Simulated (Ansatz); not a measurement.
**CCl₃NSn: how energies converge with the basis set**

One table from this session's results is given with a row withheld; the runs are named, their logs left out.

Computed with Ansatz 0.2.0, Gaussian basis. Level: one geometry, several basis sets.

The runs, in order: PBE0-D4/def2-SVP; ωB97M-V/def2-SVP; PBE0-D4/def2-QZVPP; ωB97M-V/def2-QZVPP; the functionals' def2-TZVPP values are taken from earlier runs.

### The relaxed structure

An earlier PBE0-D4 in a triple-zeta def2 set relaxation fixed the geometry. Sn takes the def2 core potential; no spin-orbit term is included.

6 atoms, charge 0, spin multiplicity 1.

Atoms are counted from 1 here; the program's logs count them from 0.

Bond lengths: N1–C2 1.151 Å, C2–Sn3 2.088 Å, Sn3–Cl4 2.283 Å, Sn3–Cl5 2.283 Å, Sn3–Cl6 2.283 Å. Angles: N1–C2–Sn3 179.7°, C2–Sn3–Cl4 108.9°, C2–Sn3–Cl5 108.9°, C2–Sn3–Cl6 109.0°, Cl4–Sn3–Cl5 110.0°, Cl4–Sn3–Cl6 110.0°, Cl5–Sn3–Cl6 110.0°.

Set-up of the first run:

File in.yaml:

```yaml
crystal:
  periodic: [false, false, false]
  atoms:
    - {symbol: N, position_ang: [1.696216, -1.810949, 1.137922]}
    - {symbol: C, position_ang: [0.980798, -1.048083, 0.656412]}
    - {symbol: Sn, position_ang: [-0.314357, 0.331896, -0.225285]}
    - {symbol: Cl, position_ang: [-2.064542, -0.792319, -1.165394]}
    - {symbol: Cl, position_ang: [0.821839, 1.491548, -1.829984]}
    - {symbol: Cl, position_ang: [-1.077752, 1.763807, 1.380229]}
basis:
  gaussian: {orbitals: def2-SVP}
hamiltonian: {xc: pbe0, dispersion: d4}
output: {orbitals: {seedname: orbitals}}
```

The run is started by

```sh
$ ansatz run in.yaml --threads 4 --pin off --events-out ev --progress --plain --max-ram 10444MiB
```

Among the steps run: PBE0-D4 in def2-SVP; ωB97M-V in def2-SVP; PBE0-D4 in def2-QZVPP; ωB97M-V in def2-QZVPP.

One of the session's tables, all rows but one given; the rest of the session is left out.

It belongs to the step «Density functionals: the series». 

```
functional       basis  HOMO (eV)  LUMO (eV)
   PBE0-D4    def2-SVP      -9.86      -2.87
   PBE0-D4  def2-TZVPP     -10.02      -3.00
   PBE0-D4  def2-QZVPP     -10.03      -3.03
   ωB97M-V    def2-SVP     -12.07      -0.68
   ωB97M-V  def2-TZVPP     -12.29      -0.91
   ωB97M-V  def2-QZVPP          ?          ?
```

Q: Estimate the row for ωB97M-V, def2-QZVPP from the others.

**Answer.** HOMO (eV): -12.33; LUMO (eV): -0.98. In the column «HOMO (eV)» it is the lowest.
